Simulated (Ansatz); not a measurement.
**C2H4BN: a rigid scan of the angle H6–C1–H5**

An exercise on one series of results from a longer session: the logs are not shown, and one member is left open.

Computed with Ansatz 0.2.0, Gaussian basis. Level: single points in def2-TZVPP.

Levels: PBE-D4, r2SCAN-D4, PBE0-D4, B3LYP-D4, wB97M-V, Hartree-Fock, MP2, CCSD, CCSD(T). The scan takes 91.9, 96.4, 100.9, 105.4, 109.9, 114.4, 118.9, 123.4, 127.9°.

Correlated methods freeze the cores. B3LYP uses VWN-RPA correlation.

18 further runs of the same task are left out: 18 set aside as unsound or not needed.

**The system as given**

SMILES `CB=C=N`, 8 atoms, charge 0, spin multiplicity 1.

Atoms are counted from 1 here; the program's logs count them from 0.

Bond lengths: C1–B2 1.543 Å, C1–H5 1.090 Å, C1–H6 1.091 Å, C1–H7 1.092 Å, B2–C3 1.380 Å, C3–N4 1.239 Å, N4–H8 1.024 Å. Angles: B2–C1–H5 114.0°, B2–C1–H6 113.5°, B2–C1–H7 107.7°, H5–C1–H6 108.0°, H5–C1–H7 106.4°, H6–C1–H7 106.7°, C1–B2–C3 167.4°, B2–C3–N4 178.9°, C3–N4–H8 118.3°.

Coordinates:

```mol
C2H4BN
  3D, bonds by distance, orders not assigned

  8  7  0  0  0  0  0  0  0  0999 V2000
    0.7279    1.1607    0.6420 C   0  0
   -0.0361    0.0288   -0.0769 B   0  0
   -0.5468   -1.1635   -0.5488 C   0  0
   -1.0216   -2.2213   -0.9859 N   0  0
    0.7504    2.1005    0.0905 H   0  0
    1.7536    0.8971    0.9023 H   0  0
    0.2095    1.3666    1.5808 H   0  0
   -1.8369   -2.1689   -1.6040 H   0  0
  1  2  8  0
  1  5  8  0
  1  6  8  0
  1  7  8  0
  2  3  8  0
  3  4  8  0
  4  8  8  0
M  END
```

Set-up of the first run:

Input file relax/in.yaml:

```yaml
crystal:
  periodic: [false, false, false]
  atoms:
    - {symbol: C, position_ang: [0.727860, 1.160750, 0.641980]}
    - {symbol: B, position_ang: [-0.036100, 0.028750, -0.076910]}
    - {symbol: C, position_ang: [-0.546840, -1.163490, -0.548780]}
    - {symbol: N, position_ang: [-1.021590, -2.221310, -0.985850]}
    - {symbol: H, position_ang: [0.750390, 2.100480, 0.090530]}
    - {symbol: H, position_ang: [1.753600, 0.897140, 0.902260]}
    - {symbol: H, position_ang: [0.209540, 1.366600, 1.580770]}
    - {symbol: H, position_ang: [-1.836860, -2.168930, -1.604000]}
basis:
  gaussian: {orbitals: def2-TZVP}
hamiltonian: {xc: pbe0, dispersion: d4}
relax: {f_tol: 0.005, max_steps: 200}
```

No record of the launch command was kept for these runs.

Steps of the session up to this table: Relaxation at PBE0-D4; Reference energies at the minimum; H6–C1–H5 = 91.9°; H6–C1–H5 = 96.4°; H6–C1–H5 = 100.9°; H6–C1–H5 = 105.4°; H6–C1–H5 = 109.9°; H6–C1–H5 = 114.4°; H6–C1–H5 = 118.9°; H6–C1–H5 = 123.4°; H6–C1–H5 = 127.9°.

One of the session's tables, all rows but one given; the rest of the session is left out.

Energies less that of the minimum at the same level (eV):

```
      angle (°)  PBE-D4  PBE0-D4  B3LYP-D4  wB97M-V  Hartree-Fock
           91.9   0.248    0.260     0.258    0.262         0.293
           96.4   0.139    0.147     0.144    0.148         0.165
          100.9   0.061    0.065     0.063    0.067         0.073
          105.4   0.015    0.016     0.015    0.017         0.018
          109.9   0.000    0.000     0.000    0.000         0.000
109.9 (minimum)   0.000    0.000     0.000    0.000         0.000
          114.4       ?        ?         ?        ?             ?
          118.9   0.063    0.064     0.068    0.063         0.076
          123.4   0.141    0.144     0.152    0.142         0.171
          127.9   0.249    0.256     0.267    0.254         0.302
```

**Question.** Estimate the row for angle (°) = 114.4.

**Answer.** PBE-D4: 0.016; PBE0-D4: 0.016; B3LYP-D4: 0.018; wB97M-V: 0.015; Hartree-Fock: 0.020.

To keep in mind: A polynomial through the near points puts the CCSD(T) minimum at the PBE0-D4 value.
